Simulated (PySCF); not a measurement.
# ZrNCl: rigid scans about the minimum

How stiff is ZrNCl (singlet) against rigid distortions? The scans start from its PBE0 minimum.

Method: PBE0, basis Zr def2-TZVP with ECP28, N def2-TZVP, Cl def2-TZVP, scalar-relativistic core potentials, no spin–orbit coupling, density fitting; program: PySCF 2.14.0.

**1. Starting geometry**

3 atoms, charge 0, spin multiplicity 1.

Bond lengths: Zr1–N2 1.689 Å, Zr1–Cl3 2.410 Å. Angles: N2–Zr1–Cl3 112.2°.

```xyz
3
charge 0 multiplicity 1
Zr    0.0000    0.0000    0.0000
N    -1.3965    0.0000    0.9493
Cl    2.0068    0.0000    1.3347
```

**2. Breathing scan**

One driver script runs all scans and calls PySCF for each point, on a (75, 302) grid.

The run is started by

```console
OMP_NUM_THREADS=2 python axn.py task.json out
```

A rigid scan with PBE0: all bonds to the central atom are scaled together. Each point starts from its neighbour's orbitals, and energies count from the minimum.

```tsv
scale of all bonds to the centre	energy (kJ/mol)	dipole size (D)
0.88	222.4	5.84
0.92	88.2	6.31
0.96	19.7	6.73
1.00	0.0	7.11
1.04	15.9	7.45
1.08	57.1	7.75
1.14	149.8	8.14
1.22	303.5	8.59
1.35	568.4	9.26
```

The scan needed 9.5 s of wall time on 2 threads of Arm Neoverse V2, shared host.

**3. Stretching one bond**

A rigid scan with PBE0: the bond from Zr to the last atom (Cl) is scaled and the rest held.

```tsv
scale of one bond	energy (kJ/mol)	dipole size (D)
0.92	28.0	6.78
0.96	6.1	6.93
1.00	0.0	7.11
1.05	7.1	7.39
1.12	33.3	7.84
1.20	74.0	8.45
1.35	155.4	9.71
1.55	249.0	11.36
1.80	333.6	12.94
2.20	410.7	14.45
```

The scan took 11 s.

A restricted determinant lies too high at long bonds, where the pair should uncouple.

**4. Bending curve**

A rigid scan with PBE0: the N–Zr–Cl angle changes, with bonds held.

```tsv
bond angle (°)	energy (kJ/mol)	dipole size (D)
80	76.4	8.38
90	32.1	8.06
100	8.7	7.69
110	0.2	7.23
120	3.1	6.64
130	14.0	5.90
140	29.9	4.98
150	47.6	3.90
160	63.8	2.68
170	75.0	1.40
180	79.0	0.40
```

The scan took 11 s.

**5. Summary of results**

```
                quantity        value
    all bonds 4 % longer  15.9 kJ/mol
    one bond 20 % longer  74.0 kJ/mol
linear shape, bonds held  79.0 kJ/mol
```

In words: Shortening all bonds by 4 % costs 19.7 kJ/mol and lengthening them 15.9: the wall is steeper on the short side. Held rigid otherwise, the linear shape costs 79 kJ/mol. The stability of the closed-shell solution was not tested.
